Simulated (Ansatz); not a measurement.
Geometry optimisation, DFT PBE, scalar-relativistic, plane waves, PAW in Ansatz 0.2.0.

The input (input.yaml):

```yaml
accuracy: low
crystal:
  lattice:
    - [10.46, 0.0, 0.0]
    - [0.0, 10.46, 0.0]
    - [0.0, 0.0, 10.46]
  atoms:
    - { symbol: K, position: [0.0, 0.0, 0.0] }
    - { symbol: K, position: [0.5, 0.0, 0.0] }
    - { symbol: K, position: [0.0, 0.5, 0.0] }
    - { symbol: K, position: [0.0, 0.0, 0.5] }
    - { symbol: K, position: [0.25, 0.25, 0.25] }
    - { symbol: K, position: [0.5, 0.5, 0.0] }
    - { symbol: K, position: [0.5, 0.0, 0.5] }
    - { symbol: K, position: [0.75, 0.25, 0.25] }
    - { symbol: K, position: [0.0, 0.5, 0.5] }
    - { symbol: K, position: [0.25, 0.75, 0.25] }
    - { symbol: K, position: [0.25, 0.25, 0.75] }
    - { symbol: K, position: [0.5, 0.5, 0.5] }
    - { symbol: K, position: [0.75, 0.75, 0.25] }
    - { symbol: K, position: [0.75, 0.25, 0.75] }
    - { symbol: K, position: [0.25, 0.75, 0.75] }
    - { symbol: K, position: [0.75, 0.75, 0.75] }
    - { symbol: K, position: [-0.0017085, 0.6215021, 0.7508919] }
basis:
  ecutwfc: 420.0
kpoints:
  mp_grid: { grid: [1, 1, 1] }
hamiltonian:
  xc: pbe
scf:
  occupations: { method: fermi_dirac, width: 0.05 }
  lower_state_search: "off"
relax:
  f_tol: 0.08
  max_steps: 25
  adjacent_minimum: "off"
output:
  write_density: true
  write_potential: true
  elf: true
  volumetric_format: npy
```

Launched with:

```bash
$ ansatz run input.yaml --threads 2 --pin off --max-ram 5120MiB --backend cpu --events-out ev --progress --plain --runs-dir out
```

Task: Where does it end, and by what steps?

Result: The run converged. The threshold is loose, so the end isn't yet a minimum. The force dipped under the threshold on the way, but the program's further checks kept it going. Limits of this set-up: coarse k mesh, low accuracy level. After 11 steps the energy has fallen by 1.470 eV; K16 moved furthest, 0.99 Å. Parted: K3–K15, K3–K16, K9–K15, K9–K16.

```
step  energy less start (eV)  largest force component (eV/Å)  accepted
   0                  0.0000                           1.053       yes
   1                 -0.5392                           0.775       yes
   2                 -1.0540                           0.480       yes
   3                 -1.3505                           0.221       yes
   4                 -1.4599                           0.033       yes
   5                 -1.4599                           0.033       yes
   6                 -1.4652                           0.010       yes
   7                 -1.4656                           0.006       yes
   8                 -1.4663                           0.003       yes
   9                 -1.4667                           0.005       yes
  10                 -1.4675                           0.008       yes
  11                 -1.4704                           0.020       yes
```

```xyz
17
Lattice="10.4600 0.0000 0.0000 0.0000 10.4600 0.0000 0.0000 0.0000 10.4600" Properties=species:S:1:pos:R:3
K 0.031 0.012 0.051
K 5.168 0.090 0.232
K 0.087 4.542 0.604
K 0.031 -0.016 5.157
K 2.920 2.561 2.656
K 5.318 5.323 -0.096
K 5.164 0.059 4.944
K 7.627 2.511 2.653
K 0.081 4.747 4.752
K 2.580 7.727 2.559
K 2.692 2.634 7.826
K 5.319 5.343 5.285
K 7.947 7.758 2.560
K 7.801 2.586 7.825
K 3.049 8.270 7.796
K 7.210 8.597 7.790
K -0.284 6.519 8.020
```

Whether the end is a true minimum wasn't checked by a vibrational analysis.

Run time: 33 s on 2 threads of Arm Neoverse V2, on a shared host, peak memory 0.72 GiB.
